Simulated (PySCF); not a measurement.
**Ar: the SCF solver's settings**

The same problem is solved with other solver options, one edit a run.

The runs use PySCF 2.14.0; method and basis as typed in the scripts.

## (1) The atom

Ar: 1 atom, charge 0, spin multiplicity 1.

## (2) Base script

Contents of input.py:

```python
from pyscf import gto, scf, mp

mol = gto.M(
    atom='Ar 0 0 0',
    basis='pcseg-1',
    charge=0,
    spin=0,
    symmetry=True,
    verbose=4,
)
mf = scf.UHF(mol)
mf.kernel()
mp.MP2(mf, frozen=5).kernel()
mf.dip_moment()
print('orbital energies (hartree):', [e[max(0, n-3):n+3].round(4) for e, n in zip(mf.mo_energy, mol.nelec)])
```

Launch:

```
$ OMP_NUM_THREADS=1 python input.py
```

The log of this run is left out.

Base result: E(SCF) = -526.758253 Eh, 5 cycles, E(MP2) − E(SCF) = -0.13564 Eh.

## (3) Smearing width 0.05 hartree

Run 1 changes smearing width: none → 0.05 hartree; step after the SCF: mp2 → none.

Contents of input.py:

```python
from pyscf import gto, scf

mol = gto.M(
    atom='Ar 0 0 0',
    basis='pcseg-1',
    charge=0,
    spin=0,
    symmetry=True,
    verbose=4,
)
mf = scf.UHF(mol)
mf = scf.addons.smearing_(mf, sigma=0.05, method='fermi')
mf.kernel()
mf.dip_moment()
print('orbital energies (hartree):', [e[max(0, n-3):n+3].round(4) for e, n in zip(mf.mo_energy, mol.nelec)])
```

Launch:

```
$ OMP_NUM_THREADS=1 python input.py
```

## (4) DIIS space 12

Run 2 changes DIIS space: default → 12.

Changes to input.py since step 2:

```diff
@@ -11,2 +11,3 @@
 mf = scf.UHF(mol)
+mf.diis_space = 12
 mf.kernel()
```

## (5) Point-group symmetry off

Run 3 changes point-group symmetry: on → off.

Changes to input.py since step 2:

```diff
@@ -7,3 +7,2 @@
     spin=0,
-    symmetry=True,
     verbose=4,
```

## (6) Initial guess mod_huckel

Run 4 changes initial guess: minao → mod_huckel.

Changes to input.py since step 2:

```diff
@@ -11,2 +11,3 @@
 mf = scf.UHF(mol)
+mf.init_guess = 'mod_huckel'
 mf.kernel()
```

## (7) Damping 0.8

Run 5 changes damping: none → 0.8.

Changes to input.py since step 2:

```diff
@@ -11,2 +11,4 @@
 mf = scf.UHF(mol)
+mf.damp = 0.8
+mf.diis_start_cycle = 8
 mf.kernel()
```

Before running it: what results should come out? Wanted: for each run, E(SCF); from base; gap; after the SCF.

**Answer**, as computed:

```tsv
run	E(SCF) (hartree)	from base (eV)	cycles	gap (eV)	after the SCF
base	-526.758253	0	5	32.83	MP2 correlation -3.691 eV, core frozen
smearing width 0.05 hartree	-526.758210	+0.0012	6	n/a	n/a
DIIS space 12	-526.758253	0.0000	5	32.83	MP2 correlation -3.691 eV, core frozen
point-group symmetry off	-526.758253	0.0000	5	32.83	MP2 correlation -3.691 eV, core frozen
initial guess mod_huckel	-526.758253	0.0000	1	32.83	MP2 correlation -3.691 eV, core frozen
damping 0.8	-526.758253	0.0000	11	32.83	MP2 correlation -3.691 eV, core frozen
```

Distance from each run's final energy (log10 hartree) by cycle:

```tsv
run	cycle 1	cycle 2	cycle 3	cycle 5	cycle 8	cycle 12
base	-3.2	-4.5	-7.5	< -11	done	done
smearing width 0.05 hartree	-3.2	-4.5	-7.3	-10.6	done	done
DIIS space 12	-3.2	-4.5	-7.5	< -11	done	done
point-group symmetry off	-3.2	-4.5	-7.5	< -11	done	done
damping 0.8	-3.2	-3.5	-3.7	-4.2	-6.0	done
```

In words: No change of the SCF energy comes from DIIS space 12 or point-group symmetry off or initial guess mod_huckel or damping 0.8. The base needs 5 cycles and the run with damping 0.8 needs 11. The cycles with DIIS space 12 repeat those of the base digit for digit, so the setting never acted.
